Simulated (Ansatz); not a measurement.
Run this with Ansatz's Python interface and show what comes out.

Input file `gah6p.xyz`:
```text
8

P    -0.55320   -0.01810   -1.00030
Ga    0.55710   -0.04070    0.96100
H    -1.83200   -0.69840   -0.88770
H     0.25410   -0.53340   -2.03790
H    -0.89550    1.35700   -1.35500
H     0.76140    1.47740    1.51260
H     2.02620   -0.71520    0.71760
H    -0.22590   -0.88570    2.03400
```

The script, `run_field.py`:
```python
import ansatz as az
import numpy as np

molecule = az.Crystal.molecule_from_extxyz("gah6p.xyz")

calculation = (
    molecule.calculation()
    .basis(gaussian="def2-SVPD")
    .functional("cam_b3lyp")
    .forces()
)
centre = np.mean([site.position_ang for site in molecule.cartesian_sites], axis=0)
field = 2 * 14.399645 * 2.0 / 40.0 ** 2


def dipole(axis, sign):
    arm = 40.0 * np.eye(3)[axis]
    pair = [{"charge": sign * 2.0, "position_ang": (centre - arm).tolist()}, {"charge": -sign * 2.0, "position_ang": (centre + arm).tolist()}]
    deck = calculation.input().set(az.key.basis.gaussian.point_charges, pair)
    return np.array(az.Session.from_dict(deck).plan().execute().report["charge_distribution"]["dipole_moment_e_ang"])


print(f"field {field:.4f} V/A")
alpha = np.array([(dipole(axis, 1) - dipole(axis, -1)) / (2 * field) * 14.399645 for axis in range(3)])
print("polarisability tensor (A^3)")
print(np.array2string(alpha, precision=3, suppress_small=True))
print(f"mean {np.trace(alpha) / 3:.3f} A^3 = {np.trace(alpha) / 3 / 0.14818471:.2f} bohr^3")
```

```console
$ python run_field.py
field 0.0360 V/A
polarisability tensor (A^3)
[[ 9.781 -0.061  0.996]
 [-0.058  9.135  0.004]
 [ 0.99   0.002 10.695]]
mean 9.870 A^3 = 66.61 bohr^3
```

The geometry is a force-field or estimated start, not a minimum of this method, and the basis set is short of its limit. The field of two point charges is only nearly even. Run time: 30 s on 1 thread of Arm Neoverse V2 (shared host), peak memory 0.34 GiB.

(Lines on the test bed's own set-up are left out of the output.)
